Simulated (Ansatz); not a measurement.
# Cl3HSeSi: basis-set convergence

How large a basis does Cl3HSeSi need? Two functionals are run in growing sets.

The runs use Ansatz 0.2.0, Gaussian basis; one geometry, several basis sets.

Plan: PBE0-D4/def2-SVP; ωB97M-V/def2-SVP; PBE0-D4/def2-QZVPP; ωB97M-V/def2-QZVPP; the functionals' def2-TZVPP values are taken from earlier runs.

## Step 1: The relaxed structure

An earlier PBE0-D4 in a triple-zeta def2 set relaxation fixed the geometry.

SMILES `Cl[Si](Cl)(Cl)[SeH]`, 6 atoms, charge 0, spin multiplicity 1.

Atoms are counted from 1 here; the program's logs count them from 0.

Bond lengths: Cl1–Si2 2.034 Å, Si2–Cl3 2.031 Å, Si2–Cl4 2.034 Å, Si2–Se5 2.249 Å, Se5–H6 1.471 Å. Angles: Cl1–Si2–Cl3 109.4°, Cl1–Si2–Cl4 107.1°, Cl1–Si2–Se5 112.4°, Cl3–Si2–Cl4 109.3°, Cl3–Si2–Se5 106.1°, Cl4–Si2–Se5 112.4°, Si2–Se5–H6 91.5°.

## Step 2: PBE0-D4 in def2-SVP

in.yaml reads:

```yaml
crystal:
  periodic: [false, false, false]
  atoms:
    - {symbol: Cl, position_ang: [-0.791743, -0.970652, 1.721681]}
    - {symbol: Si, position_ang: [0.205718, -0.427518, 0.034736]}
    - {symbol: Cl, position_ang: [2.111846, -1.122517, 0.125561]}
    - {symbol: Cl, position_ang: [-0.753662, -1.294899, -1.534665]}
    - {symbol: Se, position_ang: [0.366661, 1.804576, -0.184859]}
    - {symbol: H, position_ang: [-1.096821, 1.947011, -0.208654]}
basis:
  gaussian: {orbitals: def2-SVP}
hamiltonian: {xc: pbe0, dispersion: d4}
output: {orbitals: {seedname: orbitals}}
```

Started as:

```console
ansatz run in.yaml --threads 4 --pin off --events-out ev --progress --plain --max-ram 10444MiB
```

Standard output:

```text
Functional definition: PBE0
  name "PBE0"
  cite "Adamo & Barone, J. Chem. Phys. 110, 6158 (1999) doi:10.1063/1.478522"
  cite "Perdew, Burke & Ernzerhof, Phys. Rev. Lett. 77, 3865 (1996) doi:10.1103/PhysRevLett.77.3865"
  parent pbe
  parameter a = 0.25
  parameter kappa = 0.804
  parameter beta = 0.06672455060314922
  exchange = (1 - a)*pbe_x(kappa = kappa, mu = beta*pi^2/3) + a*exact_x
  correlation = pbe_c(beta = beta)
1003 factors; integrals over basis functions are off by at most 1.3e-3 eV
mean field evaluation 1: about -110770.2589 eV, gradient 1.5e1 eV
mean field evaluation 2: about -110770.0419 eV, gradient 1.8e1 eV
mean field evaluation 4: about -110770.8676 eV, gradient 3.0e-1 eV
mean field evaluation 8: about -110770.9097 eV, gradient 4.5e-2 eV
mean field evaluation 16: about -110770.9097 eV, gradient 2.3e-5 eV
mean field -110770.90967576 eV, -4070.7558473647 hartree, gradient 2.3e-5 eV, S^2 0.000000; 0 other end points of the search recorded, 0 dependent functions left out
reference -110770.90969735 eV, -4070.7558481583 hartree; 50, 50 occupied and 59, 59 virtual orbitals, 1003 factors
Total energy: -110771.17739558 eV, -4070.7656858869 hartree
```

Run time: 1.1 s. Hardware: 4 threads of Intel Xeon at 2.80GHz, shared host; peak memory 0.28 GiB.

## Step 3: ωB97M-V in def2-SVP

in.yaml, as its differences from that of step 2:

```diff
@@ -11,3 +11,3 @@
   gaussian: {orbitals: def2-SVP}
-hamiltonian: {xc: pbe0, dispersion: d4}
+hamiltonian: {xc: {name: wB97M-V}}
 output: {orbitals: {seedname: orbitals}}
```

Same command.

Standard output (excerpt; [...] marks lines left out):

```text
Functional definition: wB97M-V
  name "wB97M-V"
  cite "Mardirossian & Head-Gordon, J. Chem. Phys. 144, 214110 (2016) doi:10.1063/1.4952647"
  cite "Becke, J. Chem. Phys. 107, 8554 (1997) doi:10.1063/1.475007"
  cite "Vydrov & Van Voorhis, J. Chem. Phys. 133, 244103 (2010) doi:10.1063/1.3521275"
  # Of w^i u^j: cxij and so on, Table III.
[...]
  gx(w, u) = 1 - cx + cx01*u + cx10*w
  gss(w, u) = css00 + css04*u^4 + css10*w + css20*w^2 + css43*w^4*u^3
  gos(w, u) = cos00 + cos10*w + (cos20 + cos21*u)*w^2 + (cos60 + cos61*u)*w^6
[...]
      + integral(e_c_pw_mod_opposite_spin*gos(b97_w_opposite, b97_u_opposite)) + vv10(b, c)
1003 factors; integrals over basis functions are off by at most 1.3e-3 eV
240 factors; integrals over basis functions are off by at most 5.3e-6 eV
[...]
mean field -110788.61493766 eV, -4071.4065037385 hartree, gradient 4.0e-5 eV, S^2 0.000000; 0 other end points of the search recorded, 0 dependent functions left out
reference -110788.61496932 eV, -4071.4065049022 hartree; 50, 50 occupied and 59, 59 virtual orbitals, 1003 factors
Total energy: -110788.61496932 eV, -4071.4065049022 hartree
```

It took 3.7 s on 4 threads of Intel Xeon at 2.80GHz, shared host; peak memory 0.4 GiB.

## Step 4: PBE0-D4 in def2-QZVPP

in.yaml, as its differences from that of step 3:

```diff
@@ -10,4 +10,4 @@
 basis:
-  gaussian: {orbitals: def2-SVP}
-hamiltonian: {xc: {name: wB97M-V}}
+  gaussian: {orbitals: "def2-QZVPP.json"}
+hamiltonian: {xc: pbe0, dispersion: d4}
 output: {orbitals: {seedname: orbitals}}
```

Same command.

Standard output:

```text
Functional definition: PBE0
  name "PBE0"
  cite "Adamo & Barone, J. Chem. Phys. 110, 6158 (1999) doi:10.1063/1.478522"
  cite "Perdew, Burke & Ernzerhof, Phys. Rev. Lett. 77, 3865 (1996) doi:10.1103/PhysRevLett.77.3865"
  parent pbe
  parameter a = 0.25
  parameter kappa = 0.804
  parameter beta = 0.06672455060314922
  exchange = (1 - a)*pbe_x(kappa = kappa, mu = beta*pi^2/3) + a*exact_x
  correlation = pbe_c(beta = beta)
2095 factors; their error is unknown
mean field evaluation 1: about -110796.6930 eV, gradient 1.8e1 eV
mean field evaluation 2: about -110797.0342 eV, gradient 1.4e1 eV
mean field evaluation 4: about -110797.3336 eV, gradient 4.0e-1 eV
mean field evaluation 8: about -110797.5803 eV, gradient 3.1e-1 eV
mean field evaluation 16: about -110797.5803 eV, gradient 1.4e-5 eV
mean field -110797.58029923 eV, -4071.7359746995 hartree, gradient 1.4e-5 eV, S^2 0.000000; 0 other end points of the search recorded, 0 dependent functions left out
reference -110797.58033247 eV, -4071.7359759210 hartree; 50, 50 occupied and 349, 349 virtual orbitals, 2095 factors
Total energy: -110797.84803071 eV, -4071.7458136496 hartree
```

Wall time 8.5 s (4 threads of Intel Xeon at 2.80GHz, shared host); peak memory 2.1 GiB.

## Step 5: ωB97M-V in def2-QZVPP

in.yaml, as its differences from that of step 4:

```diff
@@ -11,3 +11,3 @@
   gaussian: {orbitals: "def2-QZVPP.json"}
-hamiltonian: {xc: pbe0, dispersion: d4}
+hamiltonian: {xc: {name: wB97M-V}}
 output: {orbitals: {seedname: orbitals}}
```

The command is unchanged.

Standard output (excerpt; [...] marks lines left out):

```text
Functional definition: wB97M-V
  name "wB97M-V"
  cite "Mardirossian & Head-Gordon, J. Chem. Phys. 144, 214110 (2016) doi:10.1063/1.4952647"
  cite "Becke, J. Chem. Phys. 107, 8554 (1997) doi:10.1063/1.475007"
  cite "Vydrov & Van Voorhis, J. Chem. Phys. 133, 244103 (2010) doi:10.1063/1.3521275"
  # Of w^i u^j: cxij and so on, Table III.
[...]
  gx(w, u) = 1 - cx + cx01*u + cx10*w
  gss(w, u) = css00 + css04*u^4 + css10*w + css20*w^2 + css43*w^4*u^3
  gos(w, u) = cos00 + cos10*w + (cos20 + cos21*u)*w^2 + (cos60 + cos61*u)*w^6
[...]
      + integral(e_c_pw_mod_opposite_spin*gos(b97_w_opposite, b97_u_opposite)) + vv10(b, c)
2002 factors; their error is unknown
282 factors; integrals over basis functions are off by at most 4.0e-5 eV
[...]
mean field -110814.95895345 eV, -4072.3746284622 hartree, gradient 6.0e-5 eV, S^2 0.000000; 0 other end points of the search recorded, 0 dependent functions left out
reference -110814.95900434 eV, -4072.3746303326 hartree; 50, 50 occupied and 349, 349 virtual orbitals, 2002 factors
Total energy: -110814.95900434 eV, -4072.3746303326 hartree
```

Run time: 16 s. Hardware: 4 threads of Intel Xeon at 2.80GHz, shared host; peak memory 2.4 GiB.

## Step 6: Density functionals: the series

The def2-TZVPP values come from earlier runs at the same geometry.

| functional | basis | functions | energy (eV) | from the largest (eV) | HOMO (eV) | LUMO (eV) |
| --- | --- | --- | --- | --- | --- | --- |
| PBE0-D4 | def2-SVP | 109 | -110771.1774 | 26.671 | -7.64 | -0.64 |
| PBE0-D4 | def2-TZVPP | 230 | -110795.1137 | 2.734 | -7.71 | -0.89 |
| PBE0-D4 | def2-QZVPP | 399 | -110797.8480 | 0.000 | -7.74 | -0.98 |
| ωB97M-V | def2-SVP | 109 | -110788.6150 | 26.344 | -9.77 | 1.47 |
| ωB97M-V | def2-TZVPP | 230 | -110812.3388 | 2.620 | -9.87 | 1.11 |
| ωB97M-V | def2-QZVPP | 399 | -110814.9590 | 0.000 | -9.90 | 0.96 |

## Step 7: Outcome

```
                                       quantity           value
PBE0-D4: double and triple zeta above quadruple  26.67, 2.73 eV
ωB97M-V: double and triple zeta above quadruple  26.34, 2.62 eV
```

**Reading.** PBE0-D4 gains 23.94 eV from double to triple zeta, then 2.73 eV more. These are total energies; as a rule much of such shifts cancels in differences, which this series doesn't test. The LUMO of ωB97M-V is positive and keeps falling with the basis (1.47 to 0.96 eV): an unbound level that the basis holds in place.

For PBE0-D4 the largest set took about 7 times as long as the smallest (8.5 s against 1.1 s).
